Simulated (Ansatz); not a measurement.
# Si(NH2)2Cl2 (Cl₂H₄N₂Si): the relaxed shape and its frontier levels

What does Si(NH2)2Cl2 (Cl₂H₄N₂Si) look like as a singlet, and where do its frontier electrons sit?

Program: Ansatz 0.2.0, Gaussian basis. Level of theory: RKS PBE0-D4/def2-TZVP. These are calculated values, not measurements.

The runs, in order: relaxation at PBE-D4/def2-SVP; a search for the lowest solution at PBE0-D4/def2-SVP; a single point at PBE0-D4/def2-TZVP.

## (1) Where the work starts

9 atoms, charge 0, spin multiplicity 1.

Atoms are counted from 1 here; the program's logs count them from 0.

Bond lengths: Si1–N2 1.722 Å, Si1–N5 1.712 Å, Si1–Cl8 2.028 Å, Si1–Cl9 2.012 Å, N2–H3 1.007 Å, N2–H4 1.007 Å, N5–H6 1.005 Å, N5–H7 1.005 Å. Angles: N2–Si1–N5 114.1°, N2–Si1–Cl8 113.1°, N2–Si1–Cl9 105.0°, N5–Si1–Cl8 104.6°, N5–Si1–Cl9 108.4°, Cl8–Si1–Cl9 111.6°, Si1–N2–H3 120.0°, Si1–N2–H4 120.1°, H3–N2–H4 110.4°, Si1–N5–H6 120.7°, Si1–N5–H7 121.4°, H6–N5–H7 111.8°.

The start is a GFN2-xTB geometry.

## (2) Relaxation at PBE-D4/def2-SVP

Input file in.yaml:

```yaml
crystal:
  periodic: [false, false, false]
  atoms:
    - {symbol: Si, position_ang: [-0.402700, -0.027960, -0.293270]}
    - {symbol: N, position_ang: [-0.351260, -0.147160, 1.423500]}
    - {symbol: H, position_ang: [-0.006160, 0.623710, 1.971880]}
    - {symbol: H, position_ang: [-1.081990, -0.632060, 1.918870]}
    - {symbol: N, position_ang: [1.138560, 0.038550, -1.036170]}
    - {symbol: H, position_ang: [1.803920, -0.702730, -0.904070]}
    - {symbol: H, position_ang: [1.590520, 0.915170, -1.227640]}
    - {symbol: Cl, position_ang: [-1.358620, 1.636290, -0.948070]}
    - {symbol: Cl, position_ang: [-1.332260, -1.703810, -0.905040]}
basis:
  gaussian: {orbitals: def2-SVP}
hamiltonian: {xc: pbe, dispersion: d4}
scf: {omitted_lower_state_checks: [starts]}
output: {orbitals: {seedname: orbitals}}
relax: {f_tol: 0.02, max_steps: 100}
```

Launch:

```bash
> ansatz run in.yaml --threads 4 --pin off --events-out ev --progress --plain --max-ram 3916MiB
```

Further steps of the session: Searching for the lowest solution, PBE0-D4/def2-SVP; Single point, PBE0-D4/def2-TZVP.

Q: Predict the results of all the runs planned. Wanted: point group; commonest bond, hydrogen aside; HOMO, LUMO at PBE0-D4/def2-TZVP; dipole at PBE-D4/def2-SVP.

The runs gave:

```
                       quantity                           value
                    point group                              C2
 commonest bond, hydrogen aside  N–Si, 2 of mean length 1.716 Å
HOMO, LUMO at PBE0-D4/def2-TZVP                  -8.06, 0.45 eV
      dipole at PBE-D4/def2-SVP                          2.35 D
```

**Reading.** The molecule keeps its bonding pattern by the stored test; the atoms moved 0.27 Å (rms). No usable vibrations, so a minimum isn't proven. The HOMO lies nearest to N2, N5 about 28 % each; Cl8, Cl9 about 13 % each and the LUMO to H3, H6 about 14 % each; Si1 14 %. The point group is read from a loosely relaxed geometry; soft torsions can leave it below the true symmetry.
